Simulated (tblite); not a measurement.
# C5H9F3OSi: the cost of one run

The runs use tblite 0.8.0 and PySCF 2.14.0, with density-fitted response routines of our own; the level of theory stands in each step. All values are computed, except where a source is named. Atoms are numbered from 0 throughout.

## (1) Starting geometry

19 atoms, charge 0, multiplicity 1; geometry from: force field or distance geometry start.

Bonds of the start (Å): F0–C1 1.37, C1–F2 1.40, C1–F3 1.39, C1–Si4 1.87, Si4–C5 1.86, C5–C6 1.52, C6–O7 1.37, O7–C8 1.36, C8–C9 1.51, C9–Si4 1.86, Si4–H10 1.45, C5–H11 1.12, C5–H12 1.12, C6–H13 1.12, C6–H14 1.11, C8–H15 1.11, C8–H16 1.12, C9–H17 1.10, C9–H18 1.12.

## (2) Optimising the geometry with GFN2-xTB

What the job is given:

```
{"job": {"kind": "relax", "xc": "GFN2-xTB", "basis": "xTB"}, "charge": 0, "multiplicity": 1}
F      1.923000    -0.198000    -1.778000
C      2.318800     0.269100    -0.546900
F      3.394900    -0.509600    -0.091700
F      2.670100     1.609300    -0.679200
Si     0.887200     0.006300     0.626200
C      0.047100    -1.571300     0.117200
C     -1.415500    -1.270000    -0.157200
O     -1.546000    -0.119100    -0.897300
C     -1.603900     1.041300    -0.184500
C     -0.313100     1.426100     0.496400
H      1.342200    -0.038700     2.006400
H      0.466200    -1.905600    -0.863200
H      0.141900    -2.377200     0.891600
H     -1.758700    -2.121700    -0.800400
H     -2.037400    -1.294700     0.759600
H     -2.414300     1.104800     0.573500
H     -1.815600     1.867500    -0.916500
H     -0.512500     1.846000     1.496800
H      0.215700     2.244800    -0.060200
```

The run is started by

```sh
OMP_NUM_THREADS=1 python probes_run.py task.json out
```

The driver reads the jobs from task.json and runs them one after another.

Q: Estimate the wall time and peak memory of this first job on 1 thread of Arm Neoverse N1, shared host.

About 1.6 s, with a peak of 0.18 GiB.
